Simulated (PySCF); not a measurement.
# A diatomic session: RbN

One job finds the state of RbN, follows it along the bond with each method and fits the curves.

Computed with PySCF 2.14.0. Level: Rb def2-SVPD with ECP28, N def2-SVPD, scalar-relativistic core potentials.

**1. The job**

Settings of the job:

```json
{
 "atoms": "Rb, N",
 "charge": "0",
 "basis": "Rb def2-SVPD with ECP28, N def2-SVPD",
 "Hamiltonian": "scalar-relativistic core potentials",
 "basis functions": "47",
 "electrons treated": "16",
 "masses in u": "84.9118, 14.0031",
 "levels": "PBE0, PBE, r²SCAN, BHandHLYP, BP86, LDA, HF, MP2, SCS-MP2, CCSD, CCSD(T)",
 "grid": "80 radial by 434 angular points",
 "occupations": "held fixed by the projection of orbital angular momentum",
 "dissociation limit": "Rb + N, each in its ground configuration",
 "starting distance in angstrom": "2.715",
 "values of 2S to try": "0, 2, 4"
}
```

Launch:

```sh
OMP_NUM_THREADS=1 python dia.py task.json out
```

The runs that follow: The PBE0 curve of the state that the search chose; Higher solutions at PBE0; PBE (GGA); r²SCAN (meta-GGA); BHandHLYP (global hybrid GGA); BP86; LDA (local density); ROHF (mean field); Correlated methods on the Hartree–Fock reference.

**Question.** What will these runs give? Wanted: for each run, Re; ωe; De; μ.

The runs gave:

Lowest PBE0 solution found, without spin–orbit coupling: ³Σ⁻ (triplet), unpaired electrons π ↑↑. State 2 has its PBE0 minimum 0.24 eV higher. State 3 has its PBE0 minimum 0.65 eV higher, as a spin-mixed determinant (⟨S²⟩ = 1.00), so this is no gap between pure states. State 4 has its PBE0 minimum 0.80 eV higher, as a spin-mixed determinant (⟨S²⟩ = 1.00), so this is no gap between pure states. The other levels ran on the lowest alone.

| level | Re (Å) | ωe (cm⁻¹) | De (eV) | μ (D) |
| --- | --- | --- | --- | --- |
| ROHF | 2.679 | 336 | -1.03 | -10.21 |
| ROHF-MP2 | 2.677 | 327 | 0.084 | n/a |
| ROHF-SCS-MP2 | 2.684 | 323 | 0.139 | n/a |
| ROHF-CCSD | 2.752 | 255.3 | 0.193 | n/a |
| ROHF-CCSD(T) | 2.797 | 220.8 | 0.313 | n/a |
| LDA | 2.694 | 278.8 | 1.32 | -5.11 |
| PBE | 2.749 | 261.2 | 1.21 | -5.52 |
| BP86 | 2.744 | 262.4 | 1.21 | -5.62 |
| r²SCAN | 2.777 | 243.2 | 0.89 | -5.16 |
| PBE0 | 2.735 | 260.2 | 0.84 | -6.09 |
| BHandHLYP | 2.745 | 243.1 | 0.58 | -6.55 |

De is counted to Rb + N in their ground configurations. A positive dipole means Rb(−)N(+). ⟨S²⟩ is off the pure value of 2.00 by over a tenth at LDA 2.24, PBE 2.20, r²SCAN 2.31, PBE0 2.24, BHandHLYP 2.26.

The methods spread over 0.120 Å in bond length, from ROHF-MP2 to ROHF-CCSD(T). Of the levels with a De here, ROHF gives the least (-1.03 eV) and LDA the most (1.32 eV).

Correlated steps freeze 1 core orbital. A negative De means that the minimum lies above the separated atoms at that level. T1 is 0.085 near the minimum (highest on the curve 0.163), which may point to more than one leading configuration. Spin–orbit coupling is left out.
